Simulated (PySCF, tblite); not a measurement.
# C5H12O2Si: geometry, infrared bands and NMR shifts

Aim: predict the infrared bands and NMR shifts of C5H12O2Si (`C[C@@H]1OC[C@]1(C)O[SiH3]`).

Programs: tblite 0.8.0 and PySCF 2.14.0, with density-fitted response routines of our own. Each step states its level of theory. These are calculated values for one molecule in the gas phase, unless marked as measured. Atoms are numbered from 0 throughout.

## (1) The starting structure

20 atoms, charge 0, multiplicity 1; geometry from: force field or distance geometry start.

Bonds of the start (Å): C0–C1 1.52, C1–O2 1.40, O2–C3 1.41, C3–C4 1.47, C4–C5 1.51, C4–O6 1.37, O6–Si7 1.72, C4–C1 1.52, C0–H8 1.10, C0–H9 1.12, C0–H10 1.12, C1–H11 1.09, C3–H12 1.09, C3–H13 1.12, C5–H14 1.13, C5–H15 1.08, C5–H16 1.11, Si7–H17 1.49, Si7–H18 1.47, Si7–H19 1.48.

## (2) Optimising the geometry with GFN2-xTB

The job: settings as JSON, then the geometry in Å.

```
{"job": {"kind": "relax", "xc": "GFN2-xTB", "basis": "xTB"}, "charge": 0, "multiplicity": 1}
C     -0.857200     1.236700    -1.293000
C     -0.241800    -0.113800    -0.974100
O     -1.160800    -1.166300    -1.052100
C     -1.620700    -0.706400     0.199900
C     -0.213100    -0.405200     0.521200
C      0.487700    -1.677800     0.920500
O      0.148700     0.725000     1.196100
Si     1.719000     1.168500     0.648600
H     -0.212400     1.858900    -1.930200
H     -1.089200     1.834100    -0.369500
H     -1.829100     1.106700    -1.833000
H      0.686800    -0.327900    -1.494800
H     -2.352600     0.095900     0.102900
H     -2.023200    -1.558000     0.797100
H      0.703900    -1.538500     2.017100
H      1.401900    -1.880200     0.372700
H     -0.210900    -2.528900     0.812700
H      2.727600     0.141700     1.028900
H      1.815500     1.240200    -0.814300
H      2.114900     2.506000     1.140500
```

Run with:

```bash
OMP_NUM_THREADS=1 python probes_run.py task.json out
```

This one command runs all jobs of the session in turn.

**Question.** This job is followed by: GFN2-xTB harmonic vibrations, gas phase; GIAO PBE0/pcSseg-1 NMR shielding, non-relativistic, gas phase. What will the session give for the following? strongest single infrared mode (GFN2-xTB); zero-point energy (GFN2-xTB); ¹³C shifts against TMS (PBE0/pcSseg-1); ¹H shifts against TMS (PBE0/pcSseg-1, means over atoms taken as alike); ¹⁷O shifts against H2O (PBE0/pcSseg-1); ²⁹Si shifts against TMS (PBE0/pcSseg-1).

**Answer**, as computed:

```
                                                              quantity                                   value
                             strongest single infrared mode (GFN2-xTB)                   2204 cm⁻¹, 390 km/mol
                                          zero-point energy (GFN2-xTB)                           99.6 kcal/mol
                                ¹³C shifts against TMS (PBE0/pcSseg-1)        90.7, 85.0, 75.3, 27.2, 19.3 ppm
¹H shifts against TMS (PBE0/pcSseg-1, means over atoms taken as alike)  4.88, 4.72, 4.45, 4.34, 1.57, 1.43 ppm
                                ¹⁷O shifts against H2O (PBE0/pcSseg-1)                          44.8, 12.3 ppm
                               ²⁹Si shifts against TMS (PBE0/pcSseg-1)                               -47.3 ppm
```

What this shows: Over 121 steps the energy fell by 1.805 eV; of the close pairs, O6–Si7 changed most, 1.721 to 1.619 Å. All 54 modes are real, so the xTB geometry is a minimum. The strongest single mode, at 2204 cm⁻¹, moves mainly H18 and H17. GFN2-xTB is a fitted tight-binding method: band positions and strengths are rough. Its intensities can rank the bands wrongly. The most deshielded carbon is C1 (sp3 CH bonded to O), at 90.7 ppm: deshielded by the electronegative neighbour. At PBE0/pcSseg-1: Shielding is most anisotropic at O2 (span 126 ppm, paramagnetic term -76 ppm).
